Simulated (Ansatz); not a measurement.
# Ba2Tl5V3O12 (P1) in Ansatz: convergence with k mesh

Aim: find how far k mesh must go before the results for Ba2Tl5V3O12 settle, at PBE. This setting moves, with any that are tied to it; all else stays.

All numbers are computed with Ansatz 0.2.0; they aren't measurements. Logs are shortened: lines on timing, memory, paths and dates and some standing lists are left out, and cuts for length are marked.

**1. The crystal as given**

The typed cell holds 22 atoms: a = 6.061 Å, b = 6.112 Å, c = 14.126 Å, α = 95.24°, β = 99.31°, γ = 113.97°.

The cell was built by a generator and needn't be a form met in nature.

**2. With k mesh 2 × 2 × 1**

Contents of input.yaml:

```yaml
crystal:
  lattice:
    - [6.06147, 0.0, 0.0]
    - [-2.48324, 5.5845, 0.0]
    - [-2.28447, -2.42817, 13.72687]
  atoms:
    - { symbol: Ba, position: [0.88251, 0.01561, 0.4732] }
    - { symbol: Ba, position: [0.57886, 0.79688, 0.88922] }
    - { symbol: V, position: [0.26936, 0.1058, 0.98468], spin: 2.0 }
    - { symbol: V, position: [0.11629, 0.5582, 0.33914], spin: 2.0 }
    - { symbol: V, position: [0.60807, 0.30696, 0.66552], spin: 2.0 }
    - { symbol: Tl, position: [0.48361, 0.28991, 0.38373] }
    - { symbol: Tl, position: [0.08311, 0.07485, 0.74869] }
    - { symbol: Tl, position: [0.77279, 0.89398, 0.17719] }
    - { symbol: Tl, position: [0.29791, 0.66599, 0.60107] }
    - { symbol: Tl, position: [0.97201, 0.46636, 0.0474] }
    - { symbol: O, position: [0.02458, 0.05647, 0.04354] }
    - { symbol: O, position: [0.16369, 0.86975, 0.88754] }
    - { symbol: O, position: [0.33585, 0.37289, 0.93818] }
    - { symbol: O, position: [0.53308, 0.10242, 0.04892] }
    - { symbol: O, position: [0.42674, 0.67762, 0.40063] }
    - { symbol: O, position: [0.95197, 0.64202, 0.41211] }
    - { symbol: O, position: [0.00696, 0.24041, 0.32565] }
    - { symbol: O, position: [0.08373, 0.64865, 0.23032] }
    - { symbol: O, position: [0.8589, 0.33214, 0.61652] }
    - { symbol: O, position: [0.63673, 0.58163, 0.7239] }
    - { symbol: O, position: [0.56343, 0.0992, 0.74423] }
    - { symbol: O, position: [0.34984, 0.20226, 0.56862] }
hamiltonian:
  xc: pbe
  pseudopotentials: { kind: paw }
magnetization:
  spin_polarized: true
kpoints:
  mp_grid: { grid: [2, 2, 1] }
scf:
  occupations: { method: fermi_dirac, width: 0.05 }
output:
  forces: true
  stress: true
  eigenvalues: true
```

Potentials or basis: Ansatz PAW.

Launch:

```sh
$ ansatz run input.yaml --threads 8 --pin off --max-ram 20480MiB --backend cpu --events-out ev --progress --plain --runs-dir out
```

Run time: 5.5 s. Hardware: 8 threads of Intel Xeon 6975P-C (Granite Rapids), shared host; peak memory 2 GiB.

Results:

```
Free energy            : -84681.0372 eV
Pressure               : 0.1 GPa
Largest force          : 0.050 eV/Å
Band gap on the k mesh : 2.93 eV, direct
Net moment             : 0.00 μB per cell
Absolute moment        : 0.00 μB per cell
```

**3. With k mesh 3 × 3 × 1**

input.yaml, as its differences from that of step 2:

```diff
@@ -34,3 +34,3 @@
 kpoints:
-  mp_grid: { grid: [2, 2, 1] }
+  mp_grid: { grid: [3, 3, 1] }
 scf:
```

Potentials or basis: Ansatz PAW.

Launch:

```sh
$ ansatz run input.yaml --threads 8 --pin off --max-ram 20480MiB --backend cpu --events-out ev --progress --plain --runs-dir out
```

Run time: 10 s. Hardware: 8 threads of Intel Xeon 6975P-C (Granite Rapids), shared host; peak memory 2.3 GiB.

What came out:

* Free energy: -84681.1042 eV
* Pressure: 0.0 GPa
* Largest force: 0.009 eV/Å
* Band gap on the k mesh: 3.14 eV, indirect (least direct gap 3.18 eV)
* Net moment: 0.00 μB per cell
* Absolute moment: 0.00 μB per cell

**4. With k mesh 3 × 3 × 2**

input.yaml, as its differences from that of step 3:

```diff
@@ -34,3 +34,3 @@
 kpoints:
-  mp_grid: { grid: [3, 3, 1] }
+  mp_grid: { grid: [3, 3, 2] }
 scf:
```

Launch:

```sh
$ ansatz run input.yaml --threads 8 --pin off --max-ram 20480MiB --backend cpu --events-out ev --progress --plain --runs-dir out
```

Wall time 18 s (8 threads of Intel Xeon 6975P-C (Granite Rapids), shared host); peak memory 2.6 GiB.

What came out:

```
Free energy            : -84681.1039 eV
Pressure               : 0.0 GPa
Largest force          : 0.009 eV/Å
Band gap on the k mesh : 3.08 eV, indirect (least direct gap 3.10 eV)
Net moment             : 0.00 μB per cell
Absolute moment        : 0.00 μB per cell
```

**5. With k mesh 4 × 4 × 2**

input.yaml, as its differences from that of step 4:

```diff
@@ -34,3 +34,3 @@
 kpoints:
-  mp_grid: { grid: [3, 3, 2] }
+  mp_grid: { grid: [4, 4, 2] }
 scf:
```

Launch:

```sh
$ ansatz run input.yaml --threads 8 --pin off --max-ram 20480MiB --backend cpu --events-out ev --progress --plain --runs-dir out
```

Wall time 30 s (8 threads of Intel Xeon 6975P-C (Granite Rapids), shared host); peak memory 3.2 GiB.

Results:

| Item | Value |
| --- | --- |
| Free energy | -84681.1017 eV |
| Pressure | 0.0 GPa |
| Largest force | 0.006 eV/Å |
| Band gap on the k mesh | 2.93 eV, direct |
| Net moment | 0.00 μB per cell |
| Absolute moment | 0.00 μB per cell |

**6. With k mesh 5 × 5 × 2**

input.yaml, as its differences from that of step 5:

```diff
@@ -34,3 +34,3 @@
 kpoints:
-  mp_grid: { grid: [4, 4, 2] }
+  mp_grid: { grid: [5, 5, 2] }
 scf:
```

Potentials or basis: Ansatz PAW.

Launch:

```sh
$ ansatz run input.yaml --threads 8 --pin off --max-ram 20480MiB --backend cpu --events-out ev --progress --plain --runs-dir out
```

It took 44 s on 8 threads of Intel Xeon 6975P-C (Granite Rapids), shared host; peak memory 3.6 GiB.

The run converged. Its results:

```
Free energy            : -84681.1016 eV
Pressure               : 0.0 GPa
Largest force          : 0.006 eV/Å
Band gap on the k mesh : 3.02 eV, indirect (least direct gap 3.03 eV)
Net moment             : 0.00 μB per cell
Absolute moment        : 0.00 μB per cell
```

**7. With k mesh 6 × 6 × 3**

input.yaml, as its differences from that of step 6:

```diff
@@ -34,3 +34,3 @@
 kpoints:
-  mp_grid: { grid: [5, 5, 2] }
+  mp_grid: { grid: [6, 6, 3] }
 scf:
```

Launch:

```sh
$ ansatz run input.yaml --threads 8 --pin off --max-ram 20480MiB --backend cpu --events-out ev --progress --plain --runs-dir out
```

Wall time 92 s (8 threads of Intel Xeon 6975P-C (Granite Rapids), shared host); peak memory 5.5 GiB.

Results (log left out):

```yaml
Free_energy: -84681.1017 eV
Pressure: 0.0 GPa
Largest_force: 0.006 eV/Å
Band_gap_on_the_k_mesh: 2.93 eV, direct
Net_moment: 0.00 μB per cell
Absolute_moment: 0.00 μB per cell
```

**8. With k mesh 7 × 7 × 3**

input.yaml, as its differences from that of step 7:

```diff
@@ -34,3 +34,3 @@
 kpoints:
-  mp_grid: { grid: [6, 6, 3] }
+  mp_grid: { grid: [7, 7, 3] }
 scf:
```

Launch:

```sh
$ ansatz run input.yaml --threads 8 --pin off --max-ram 20480MiB --backend cpu --events-out ev --progress --plain --runs-dir out
```

It took 2.2 min on 8 threads of Intel Xeon 6975P-C (Granite Rapids), shared host; peak memory 6.1 GiB.

Results (log left out):

* Free energy: -84681.1016 eV
* Pressure: 0.0 GPa
* Largest force: 0.006 eV/Å
* Band gap on the k mesh: 2.99 eV, direct
* Net moment: 0.00 μB per cell
* Absolute moment: 0.00 μB per cell

**9. With k mesh 8 × 8 × 4**

input.yaml, as its differences from that of step 8:

```diff
@@ -34,3 +34,3 @@
 kpoints:
-  mp_grid: { grid: [7, 7, 3] }
+  mp_grid: { grid: [8, 8, 4] }
 scf:
```

Potentials or basis: Ansatz PAW.

Launch:

```sh
$ ansatz run input.yaml --threads 8 --pin off --max-ram 20480MiB --backend cpu --events-out ev --progress --plain --runs-dir out
```

The log of the run:

```text
Warning: RAYON_NUM_THREADS=8 ignored (pool sized by the plan → 8); use --threads N
Engine: ansatz 0.2.0, x86_64-unknown-linux-gnu
Pseudopotentials: kind: paw
Pseudopotential: Ba, paw, valence charge 10, recommended cutoff 420 eV (normal), Ba.paw.azcp
Pseudopotential: V, paw, valence charge 13, recommended cutoff 420 eV (normal), V.paw.azcp
Pseudopotential: Tl, paw, valence charge 13, recommended cutoff 420 eV (normal), Tl.paw.azcp
Pseudopotential: O, paw, valence charge 6, recommended cutoff 420 eV (normal), O.paw.azcp
Functional definition: PBE
  parameter kappa = 0.804
  parameter beta = 0.06672455060314922
  exchange = pbe_x(kappa = kappa, mu = beta*pi^2/3)
  correlation = pbe_c(beta = beta)
Crystal: 22 atoms, lattice volume = 464.658 Å³
Basis set: ecut = 420 eV, 9063 PW (Γ), exchange–correlation on 90×90×192 points (8 copies of the dense FFT grid, shifted against one another)
Bands: 123, of which v1, the nominal top of the filled ones, is band 98 counted from 1 (97 counted from 0)
Symmetry: 1 space group operations
Space group: P1 (ITA 1), of the structure as read, at distance tolerance 7.7e-5 Å
Magnetic group: BNS 1.1 (UNI 1), of the structure as read, at distance tolerance 7.7e-5 Å
k-points: 132 of 256 (time reversal used)
Non-local potential: Ba, projectors of the file, l = 0: 3, l = 1: 2, l = 2: 2, l = 3: 2
[... 45 lines left out ...]
--- Per-component energies (eV) ---
  E_band       = -1376.374207
  E_kinetic    = 5095.399911
  E_local      = -17848.008791  (includes V_loc(G=0)·N_el)
  E_nonlocal   = 2126.293449
  E_hartree    = 7140.450636
  E_xc         = -2768.344909
  E_vxc        = -2606.885225  (∫ρ·V_xc dr)
  E_paw        = -66485.695240  (= ΣΔE_a)
  E_vpaw       = -2424.096942  (= ΣTr[D̂ρ^β])
  E_aug_tail   = 0.029902  (compensation charges beyond the density's cutoff)
  E_ewald      = -11941.226572
  E_smearing   = -0.000000  (= −TS)
  E_closure    = 0.000000  (closes the sum)
  Σ components = -84681.101614   (vs F -84681.101614, Δ=0.00e0)
--- Forces (eV/Å), atoms counted from 1 ---
  atom   1  Ba    -0.00075579    -0.00076479    -0.00039367
  atom   2  Ba     0.00147750     0.00061460    -0.00369444
  atom   3  V     -0.00303286    -0.00011400    -0.00444958
  atom   4  V     -0.00037271     0.00213213     0.00039771
  atom   5  V      0.00022330     0.00489543    -0.00332424
  atom   6  Tl     0.00219719    -0.00232919     0.00094118
[... 14 lines left out ...]
  atom  21  O     -0.00055905    -0.00142075     0.00049087
  atom  22  O     -0.00039225    -0.00137532     0.00074668
  max |Σ_I F_I| component: 4.35e-5 eV/Å
--- Stress (GPa, compression-positive) ---
        0.013972       0.013939      -0.021760
        0.013939       0.012195      -0.004170
       -0.021760      -0.004170      -0.006538
  P = ⅓ Tr σ = 0.0065 GPa (0.065 kbar)
--- Band table (eV; the first three rows and the last of 264) ---
  k-point 0 ↑: bands = ["-58.8854", "-58.7625", "-58.7371", "-32.8501", "-32.8433", "-32.8067", "-32.7336", "-32.7259", "-32.6895", "-32.6794", "-32.6726", "-32.6626", "-20.7577", "-20.6721", "-11.7813", "-11.6082", "-11.5070", "-11.4800", "-11.3149", "-11.2596", "-11.1471", "-11.1050", "-11.0336", "-11.0134", "-10.9712", "-10.9222", "-6.0061", "-5.9891", "-5.9267", "-5.8763", "-5.8604", "-5.7952", "-4.7904", "-4.7748", "-4.7514", "-4.7226", "-4.6971", "-4.6962", "-4.6706", "-4.6330", "-4.5997", "-4.5770", "-4.5704", "-4.5655", "-4.5626", "-4.5584", "-4.5508", "-4.5437", "-4.5338", "-4.5203", "-4.5128", "-4.4920", "-4.4684", "-4.4434", "-4.4327", "-4.3895", "-4.3879", "0.0368", "0.2383", "0.4351", "0.6164", "1.0231", "1.6015", "1.6649", "1.7659", "1.7811", "1.8440", "1.8762", "1.9164", "1.9911", "2.0125", "2.0837", "2.1320", "2.1925", "2.3443", "2.4212", "2.5425", "2.6150", "2.6681", "2.7831", "2.9031", "3.0125", "3.0305", "3.1540", "3.2521", "3.3836", "3.4237", "3.5738", "3.7788", "3.9656", "4.0182", "4.0705", "4.1411", "4.1904", "4.2365", "4.3797", "4.5290", "4.6365", "7.8612", "8.0375", "8.1501", "8.3026", "8.3705", "8.3850", "8.8727", "8.9020", "9.1638", "9.2119", "9.2657", "9.4490", "9.4646", "9.6179", "9.7190", "9.8161", "9.8558", "9.8916", "10.0369", "10.1105", "10.2376", "10.3514", "10.4225", "10.5603", "10.8677"]
  k-point 1 ↑: bands = ["-58.8854", "-58.7625", "-58.7371", "-32.8501", "-32.8433", "-32.8067", "-32.7336", "-32.7259", "-32.6895", "-32.6794", "-32.6726", "-32.6626", "-20.7577", "-20.6721", "-11.7813", "-11.6081", "-11.5074", "-11.4798", "-11.3149", "-11.2593", "-11.1471", "-11.1049", "-11.0348", "-11.0125", "-10.9711", "-10.9222", "-6.0061", "-5.9891", "-5.9266", "-5.8763", "-5.8603", "-5.7956", "-4.7904", "-4.7748", "-4.7514", "-4.7226", "-4.6972", "-4.6962", "-4.6706", "-4.6331", "-4.5995", "-4.5768", "-4.5699", "-4.5653", "-4.5633", "-4.5588", "-4.5501", "-4.5444", "-4.5336", "-4.5202", "-4.5127", "-4.4920", "-4.4684", "-4.4433", "-4.4327", "-4.3895", "-4.3879", "0.0430", "0.2248", "0.4233", "0.6519", "1.0095", "1.5736", "1.6671", "1.7678", "1.7844", "1.8513", "1.8787", "1.9373", "1.9783", "2.0143", "2.0892", "2.1450", "2.1748", "2.3368", "2.4467", "2.5350", "2.6234", "2.6551", "2.7718", "2.9142", "2.9873", "3.0468", "3.1410", "3.2561", "3.3527", "3.4442", "3.5833", "3.8020", "3.9775", "4.0162", "4.0598", "4.1310", "4.1940", "4.2264", "4.3859", "4.5383", "4.6263", "7.8666", "8.0235", "8.1502", "8.2853", "8.3698", "8.4199", "8.8348", "8.9455", "9.1332", "9.2263", "9.3041", "9.4367", "9.4969", "9.6002", "9.7006", "9.7984", "9.8501", "9.9212", "10.0364", "10.1153", "10.2546", "10.3261", "10.4369", "10.5548", "10.8587"]
  k-point 2 ↑: bands = ["-58.8854", "-58.7625", "-58.7371", "-32.8501", "-32.8433", "-32.8067", "-32.7336", "-32.7259", "-32.6895", "-32.6794", "-32.6726", "-32.6626", "-20.7577", "-20.6721", "-11.7813", "-11.6079", "-11.5078", "-11.4796", "-11.3149", "-11.2591", "-11.1472", "-11.1049", "-11.0359", "-11.0117", "-10.9710", "-10.9222", "-6.0061", "-5.9891", "-5.9264", "-5.8762", "-5.8602", "-5.7959", "-4.7904", "-4.7748", "-4.7514", "-4.7225", "-4.6973", "-4.6962", "-4.6706", "-4.6332", "-4.5994", "-4.5767", "-4.5691", "-4.5649", "-4.5644", "-4.5592", "-4.5493", "-4.5454", "-4.5334", "-4.5202", "-4.5126", "-4.4920", "-4.4684", "-4.4433", "-4.4327", "-4.3895", "-4.3879", "0.0501", "0.2103", "0.4153", "0.6854", "0.9941", "1.5501", "1.6676", "1.7649", "1.7963", "1.8504", "1.8805", "1.9512", "1.9770", "2.0148", "2.0946", "2.1425", "2.1884", "2.2991", "2.4939", "2.5390", "2.6148", "2.6380", "2.7628", "2.9103", "2.9921", "3.0522", "3.1242", "3.2575", "3.3342", "3.4522", "3.5951", "3.8286", "3.9882", "4.0124", "4.0490", "4.1193", "4.2060", "4.2086", "4.3923", "4.5505", "4.6130", "7.8721", "8.0102", "8.1500", "8.2777", "8.3643", "8.4507", "8.8073", "9.0118", "9.0529", "9.3019", "9.3115", "9.4130", "9.5148", "9.6002", "9.7189", "9.7446", "9.8184", "9.9842", "10.0236", "10.1271", "10.2535", "10.3344", "10.4257", "10.5541", "10.7839"]
  k-point 131 ↓: bands = ["-58.8854", "-58.7625", "-58.7371", "-32.8501", "-32.8434", "-32.8067", "-32.7336", "-32.7260", "-32.6895", "-32.6794", "-32.6726", "-32.6626", "-20.7559", "-20.6708", "-11.7558", "-11.6193", "-11.4775", "-11.4363", "-11.3735", "-11.2173", "-11.1529", "-11.1144", "-11.0593", "-11.0232", "-10.9918", "-10.9538", "-5.9903", "-5.9411", "-5.9257", "-5.8709", "-5.8184", "-5.7588", "-4.7908", "-4.7756", "-4.7478", "-4.7334", "-4.7151", "-4.6881", "-4.6794", "-4.6374", "-4.5947", "-4.5883", "-4.5857", "-4.5700", "-4.5652", "-4.5585", "-4.5522", "-4.5509", "-4.5448", "-4.5177", "-4.5061", "-4.4929", "-4.4692", "-4.4511", "-4.4355", "-4.4042", "-4.3987", "-0.1121", "0.0656", "0.2021", "0.2690", "0.4150", "1.5858", "1.6566", "1.7545", "1.7765", "1.7979", "1.8717", "1.9247", "2.0271", "2.0609", "2.1254", "2.2352", "2.3717", "2.5357", "2.6226", "2.6815", "2.7809", "2.8763", "2.9028", "3.0605", "3.2261", "3.2864", "3.3167", "3.4262", "3.5323", "3.6213", "3.6702", "3.8062", "3.9484", "3.9962", "4.0691", "4.1234", "4.2172", "4.2853", "4.3970", "4.6331", "4.7489", "7.8163", "8.1002", "8.1136", "8.2503", "8.3653", "8.4257", "8.5579", "8.6134", "8.9584", "8.9848", "9.0777", "9.1737", "9.3334", "9.3903", "9.5165", "9.5689", "9.6528", "9.8331", "9.9117", "10.0144", "10.1358", "10.1779", "10.4057", "10.5029", "10.5922"]
```

It took 3.8 min on 8 threads of Intel Xeon 6975P-C (Granite Rapids), shared host; peak memory 9.2 GiB.

What came out:

```
Free energy            : -84681.1016 eV
Pressure               : 0.0 GPa
Largest force          : 0.006 eV/Å
Band gap on the k mesh : 2.93 eV, direct
Net moment             : 0.00 μB per cell
Absolute moment        : 0.00 μB per cell
```

**10. Summary**

```
   k mesh  energy less the tightest run, at zero smearing (meV/atom)  pressure (GPa)  largest force (eV/Å)  gap on the mesh (eV)  SCF cycles  CPU time (s)  peak memory (GiB)
2 × 2 × 1                                                       2.93            0.06                 0.050                 2.928          17            36                  2
3 × 3 × 1                                                      -0.12            0.00                 0.009                 3.138          17            73                2.3
3 × 3 × 2                                                      -0.10            0.00                 0.009                 3.082          17           140                2.6
4 × 4 × 2                                                       0.00            0.01                 0.006                 2.935          17           230                3.2
5 × 5 × 2                                                       0.00            0.01                 0.006                 3.025          17           340                3.6
6 × 6 × 3                                                       0.00            0.01                 0.006                 2.935          17           720                5.5
7 × 7 × 3                                                       0.00            0.01                 0.006                 2.988          17           990                6.1
8 × 8 × 4                                                       0.00            0.01                 0.006                 2.935          17          1700                9.2
```

Against the tightest run, the energy stays within 1 meV/atom from 3 × 3 × 1 on; the pressure stays within 0.1 GPa from 2 × 2 × 1 on; the largest force stays within 0.005 eV/Å from 3 × 3 × 1 on. Not settled before the last step: the gap on the mesh (to 0.01 eV). Meshes of other sizes hit other points, so gaps and Fermi surfaces needn't settle smoothly. The tightest run that finished is the yardstick and may itself not be fully converged.

Caveats: spin-orbit coupling is left out, which as a rule narrows the gap of such compounds by several tenths of an eV; the starting moments weren't kept.
